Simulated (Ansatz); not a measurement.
# CH5ClZn: the cost of one run

Method: RKS PBE0-D4/def2-SVP, in Ansatz 0.2.0.

**1. The structure to begin with**

Bond lengths: Zn1–C3 2.009 Å, Zn1–Cl5 2.617 Å, C3–H6 1.083 Å, C3–H7 1.083 Å, C3–H8 1.083 Å. Angles: Zn1–C3–H6 109.9°, Zn1–C3–H7 109.7°, Zn1–C3–H8 109.8°, H6–C3–H7 108.9°, H6–C3–H8 109.3°, H7–C3–H8 109.2°, C3–Zn1–Cl5 143.4°.

Structure file:

```xyz
8

Zn   -0.2964    0.2451   -0.1085
H    -1.0399    1.8245   -1.1230
C     1.3069   -0.8698    0.3640
H    -1.8950    1.5438   -0.7372
Cl   -2.8769    0.4766    0.2584
H     2.0785   -0.2428    0.7924
H     1.6963   -1.3460   -0.5273
H     1.0265   -1.6314    1.0811
```

**2. Pulling towards end A**

Springs on the bonds that form and break draw the guess towards this end; the thresholds are loose.

Contents of input.yaml:

```yaml
crystal:
  periodic: [false, false, false]
  atoms:
    - { symbol: Zn, position_ang: [-0.2964, 0.2451, -0.1085] }
    - { symbol: H, position_ang: [-1.0399, 1.8245, -1.123] }
    - { symbol: C, position_ang: [1.3069, -0.8698, 0.364] }
    - { symbol: H, position_ang: [-1.895, 1.5438, -0.7372] }
    - { symbol: Cl, position_ang: [-2.8769, 0.4766, 0.2584] }
    - { symbol: H, position_ang: [2.0785, -0.2428, 0.7924] }
    - { symbol: H, position_ang: [1.6963, -1.346, -0.5273] }
    - { symbol: H, position_ang: [1.0265, -1.6314, 1.0811] }
basis:
  gaussian: { orbitals: def2-SVP }
hamiltonian:
  xc: pbe0
  dispersion: d4
relax:
  f_tol: 0.15
  max_steps: 25
  restrain:
    - { distance: [0, 4], at: 3.54, k: 30.0 }
    - { distance: [3, 1], at: 1.92, k: 30.0 }
    - { distance: [0, 1], at: 1.53, k: 30.0 }
    - { distance: [3, 4], at: 1.33, k: 30.0 }
```

Command:

```sh
$ ansatz run input.yaml --threads 2 --pin off --max-ram 3072MiB --backend cpu --events-out ev --progress --plain --runs-dir out
```

What time and memory should one allow on 2 threads of Arm Neoverse V1, shared host?

About 16 s, with a peak of 0.18 GiB.
